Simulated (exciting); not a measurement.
# SiTe (P6/mmm) in exciting: band structure with LDA-Wigner

Aim: the band structure of SiTe with LDA-Wigner.

All numbers are computed with exciting (release sodium); they aren't measurements. Logs are shortened: lines on timing, memory, paths and dates and some standing lists are left out, and cuts for length are marked.

## Step 1: The cell of the first run

The structure is hexagonal, space group P6/mmm (No. 191). Conventional cell: a = 3.448 Å, b = 3.448 Å, c = 4.620 Å, α = 90.00°, β = 90.00°, γ = 120.00°. Si (site symmetry 6/mmm) has 2 Te at 2.31 Å as nearest neighbours. Around Te (site symmetry 6/mmm) lie 2 Si at 2.31 Å.

The cell was built by a generator and needn't be a form met in nature.

## Step 2: Band structure, LDA-Wigner (volume scaled by 0.8)

Input file input.xml:

```xml
<input>
  <title>SiTe</title>
  <structure speciespath="./" tshift="false">
    <crystal scale="6.5159343939">
      <basevect>1.000000000003 0.000000000000 0.000000000000</basevect>
      <basevect>-0.500000000001 0.866025403712 0.000000000000</basevect>
      <basevect>0.000000000000 0.000000000000 1.339774517109</basevect>
    </crystal>
    <species speciesfile="Si.xml" rmt="2">
      <atom coord="0.000000000000 0.000000000000 0.500000000000"/>
    </species>
    <species speciesfile="Te.xml" rmt="2.3">
      <atom coord="0.000000000000 0.000000000000 0.000000000000"/>
    </species>
  </structure>
  <groundstate do="fromscratch" ngridk="8 8 6" rgkmax="6.8" gmaxvr="14" lmaxapw="10" lmaxmat="10" lmaxvr="8" stype="Fermi Dirac" swidth="0.00499791" nempty="10" ValenceRelativity="iora*" epsengy="1e-05" epspot="1e-05" maxscl="60" outputlevel="high" fracinr="0.01">
    <libxc exchange="XC_LDA_X" correlation="XC_LDA_C_WIGNER"/>
  </groundstate>
  <properties>
    <bandstructure>
      <plot1d>
        <path steps="60">
          <point coord="0 0 0" label="G"/>
          <point coord="0.5 0 0" label="M"/>
          <point coord="0.3333333333 0.3333333333 0" label="K"/>
          <point coord="0 0 0" label="G"/>
          <point coord="0 0 0.5" label="A"/>
          <point coord="0.5 0 0.5" label="L"/>
          <point coord="0.3333333333 0.3333333333 0.5" label="H"/>
          <point coord="0 0 0.5" label="A" breakafter="true"/>
          <point coord="0.5 0 0.5" label="L"/>
          <point coord="0.5 0 0" label="M" breakafter="true"/>
          <point coord="0.3333333333 0.3333333333 0" label="K"/>
          <point coord="0.3333333333 0.3333333333 0.5" label="H"/>
        </path>
      </plot1d>
    </bandstructure>
  </properties>
</input>
```

Potentials or basis: all-electron LAPW+lo, shipped species files, valence relativity iora*.

On the command line:

```sh
> OMP_NUM_THREADS=1 exciting_smp
```

INFO.OUT:

```text
================================================================================
EXCITING SODIUM started
All units are atomic (Hartree, Bohr, etc.)
================================================================================

********************************************************************************
* Ground-state run starting from atomic densities                              *
********************************************************************************

++++++++++++++++++++++++++++++++++++++++++++++++++++++++++++++++++++++++++++++++
+ Starting initialization                                                      +
++++++++++++++++++++++++++++++++++++++++++++++++++++++++++++++++++++++++++++++++

 Lattice vectors (cartesian) :
      6.5159343939      0.0000000000      0.0000000000
     -3.2579671970      5.6429647140      0.0000000000
      0.0000000000      0.0000000000      8.7298828561

 Reciprocal lattice vectors (cartesian) :
      0.9642800138      0.5567273256     -0.0000000000
      0.0000000000      1.1134546512      0.0000000000
      0.0000000000     -0.0000000000      0.7197330607

 Unit cell volume                           :     320.9907027656
 Brillouin zone volume                      :       0.7727644798

 Species :    1 (Si)
     parameters loaded from                 :    Si.xml
     name                                   :    silicon
     nuclear charge                         :     -14.00000000
     electronic charge                      :      14.00000000
     atomic mass                            :   51196.73454000
     muffin-tin radius                      :       2.00000000
     # of radial points in muffin-tin       :     300

     atomic positions (lattice) :
       1 :   0.00000000  0.00000000  0.50000000

 Species :    2 (Te)
     parameters loaded from                 :    Te.xml
     name                                   :    tellurium
     nuclear charge                         :     -52.00000000
     electronic charge                      :      52.00000000
     atomic mass                            :  232600.57070000
     muffin-tin radius                      :       2.30000000
     # of radial points in muffin-tin       :     400

     atomic positions (lattice) :
       1 :   0.00000000  0.00000000  0.00000000

 Total number of atoms per unit cell        :       2

 Spin treatment                             :    spin-unpolarised

 Number of Bravais lattice symmetries       :      24
 Number of crystal symmetries               :      24

 k-point grid                               :       8    8    6
 Total number of k-points                   :      40
 k-point set is reduced with crystal symmetries

 R^MT_min * |G+k|_max (rgkmax)              :       6.80000000
 Species with R^MT_min                      :       1 (Si)
 Maximum |G+k| for APW functions            :       3.40000000
 Maximum |G| for potential and density      :      14.00000000
 Polynomial order for pseudochg. density    :       9

 G-vector grid sizes                        :      30    30    40
 Total number of G-vectors                  :   14949

 Maximum angular momentum used for
     APW functions                          :      10
     computing H and O matrix elements      :      10
     potential and density                  :       8
     inner part of muffin-tin               :       2

 Total nuclear charge                       :     -66.00000000
 Total electronic charge                    :      66.00000000
 Total core charge                          :      46.00000000
 Total valence charge                       :      20.00000000

 Effective Wigner radius, r_s               :       1.05104175

 Number of empty states                     :      10
 Total number of valence states             :      21

 Maximum Hamiltonian size                   :     244
 Maximum number of plane-waves              :     226
 Total number of local-orbitals             :      18

 Exchange-correlation type                  :     100
     libxc; exchange: Slater exchange; correlation: Wigner (see libxc for references)

 Smearing scheme                            :    Fermi-Dirac
 Smearing width                             :       0.00499791

 Using multisecant Broyden potential mixing

++++++++++++++++++++++++++++++++++++++++++++++++++++++++++++++++++++++++++++++++
+ Ending initialization                                                        +
++++++++++++++++++++++++++++++++++++++++++++++++++++++++++++++++++++++++++++++++

********************************************************************************
* Groundstate module started                                                   *
********************************************************************************
 Output level for this task is set to high

++++++++++++++++++++++++++++++++++++++++++++++++++++++++++++++++++++++++++++++++
+ Self-consistent loop started                                                 +
++++++++++++++++++++++++++++++++++++++++++++++++++++++++++++++++++++++++++++++++
 Density and potential initialised from atomic data

++++++++++++++++++++++++++++++++++++++++++++++++++++++++++++++++++++++++++++++++
+ SCF iteration number :    1                                                  +
++++++++++++++++++++++++++++++++++++++++++++++++++++++++++++++++++++++++++++++++
 Total energy                               :     -7071.88927785
 _______________________________________________________________
 Fermi energy                               :         0.25402820
 Kinetic energy                             :      7471.83307757
 Coulomb energy                             :    -14356.07510158
 Exchange energy                            :      -184.14445481
 Correlation energy                         :        -3.50279902
 Sum of eigenvalues                         :     -4277.27355823
 Effective potential energy                 :    -11749.10663580
 Coulomb potential energy                   :    -11500.01345303
 xc potential energy                        :      -249.09318277
 Hartree energy                             :      2279.80509477
 Electron-nuclear energy                    :    -16059.62364256
 Nuclear-nuclear energy                     :      -576.25655378
 Madelung energy                            :     -8606.06837507
 Core-electron kinetic energy               :         0.00000000

 DOS at Fermi energy (states/Ha/cell)       :        28.43620365

 Electron charges :
     core                                   :        46.00000000
     core leakage                           :         0.00624741
     valence                                :        20.00000000
     interstitial                           :         5.15682306
     charge in muffin-tin spheres :
                  atom     1    Si          :        11.79004072
                  atom     2    Te          :        49.05313623
     total charge in muffin-tins            :        60.84317694
     total charge                           :        66.00000000
[... 414 lines left out ...]
 Kinetic energy                             :      7468.34612196
 Coulomb energy                             :    -14358.28262171
 Exchange energy                            :      -184.23575596
 Correlation energy                         :        -3.50303471
 Sum of eigenvalues                         :     -4279.72069375
 Effective potential energy                 :    -11748.06681570
 Coulomb potential energy                   :    -11498.85173019
 xc potential energy                        :      -249.21508551
 Hartree energy                             :      2283.17433774
 Electron-nuclear energy                    :    -16065.20040567
 Nuclear-nuclear energy                     :      -576.25655378
 Madelung energy                            :     -8608.85675662
 Core-electron kinetic energy               :         0.00000000

 DOS at Fermi energy (states/Ha/cell)       :        26.37569681

 Electron charges :
     core                                   :        46.00000000
     core leakage                           :         0.00608181
     valence                                :        20.00000000
     interstitial                           :         5.13597390
     charge in muffin-tin spheres :
                  atom     1    Si          :        11.71477557
                  atom     2    Te          :        49.14925053
     total charge in muffin-tins            :        60.86402610
     total charge                           :        66.00000000

 RMS change in effective potential (target) :  0.355334E-09  ( 0.100000E-04)
 Absolute change in total energy   (target) :  0.718021E-06  ( 0.100000E-04)
 Charge distance                   (target) :  0.399854E-09  ( 0.100000E-04)

++++++++++++++++++++++++++++++++++++++++++++++++++++++++++++++++++++++++++++++++
| Convergency criteria checked for the last 2 iterations                       +
| Convergence targets achieved. Performing final SCF iteration                 +
++++++++++++++++++++++++++++++++++++++++++++++++++++++++++++++++++++++++++++++++
 Total energy                               :     -7077.67529040
 _______________________________________________________________
 Fermi energy                               :         0.24668238
 Kinetic energy                             :      7468.34612198
 Coulomb energy                             :    -14358.28262171
 Exchange energy                            :      -184.23575596
 Correlation energy                         :        -3.50303471
 Sum of eigenvalues                         :     -4279.72069373
 Effective potential energy                 :    -11748.06681571
 Coulomb potential energy                   :    -11498.85173020
 xc potential energy                        :      -249.21508551
 Hartree energy                             :      2283.17433773
 Electron-nuclear energy                    :    -16065.20040565
 Nuclear-nuclear energy                     :      -576.25655378
 Madelung energy                            :     -8608.85675661
 Core-electron kinetic energy               :         0.00000000

 DOS at Fermi energy (states/Ha/cell)       :        26.37569682

 Electron charges :
     core                                   :        46.00000000
     core leakage                           :         0.00608181
     valence                                :        20.00000000
     interstitial                           :         5.13597390
     charge in muffin-tin spheres :
                  atom     1    Si          :        11.71477557
                  atom     2    Te          :        49.14925053
     total charge in muffin-tins            :        60.86402610
     total charge                           :        66.00000000

++++++++++++++++++++++++++++++++++++++++++++++++++++++++++++++++++++++++++++++++
+ Self-consistent loop stopped                                                 +
++++++++++++++++++++++++++++++++++++++++++++++++++++++++++++++++++++++++++++++++
 STATE.OUT is written

********************************************************************************
* Groundstate module stopped                                                   *
********************************************************************************

================================================================================
| EXCITING SODIUM stopped                                                      =
================================================================================
```

It took 53 s on 1 thread of Arm Neoverse V2, shared host; peak memory 0.14 GiB.

Results:

```
Band gap on the k mesh                            : none (metal or under the smearing width)
All electrons inside the program's atomic spheres : Si 11.71; Te 49.15 (radii Si 2.0, Te 2.3 bohr)
Density of states at the Fermi level              : 0.97 states/eV per cell
```

Levels at the corners of the path, in eV from the Fermi level:
```tsv
point	band 8	band 9	band 10	band 11	band 12	band 13
Γ	-5.84	0.49	0.49	4.85	6.21	6.21
M	-5.54	-3.39	-1.29	-0.12	3.03	3.58
K	-4.91	-4.91	-2.92	1.09	1.09	4.25
Γ	-5.84	0.49	0.49	4.85	6.21	6.21
A	1.44	1.44	1.44	2.37	3.44	3.44
L	-5.26	-3.16	-0.36	1.74	3.30	3.89
H	-3.95	-3.95	-1.96	-1.96	4.18	4.58
A	1.44	1.44	1.44	2.37	3.44	3.44
L	-5.26	-3.16	-0.36	1.74	3.30	3.89
M	-5.54	-3.39	-1.29	-0.12	3.03	3.58
K	-4.91	-4.91	-2.92	1.09	1.09	4.25
H	-3.95	-3.95	-1.96	-1.96	4.18	4.58
```

Caveat: spin-orbit coupling is left out, which moves the levels of the heavy elements.
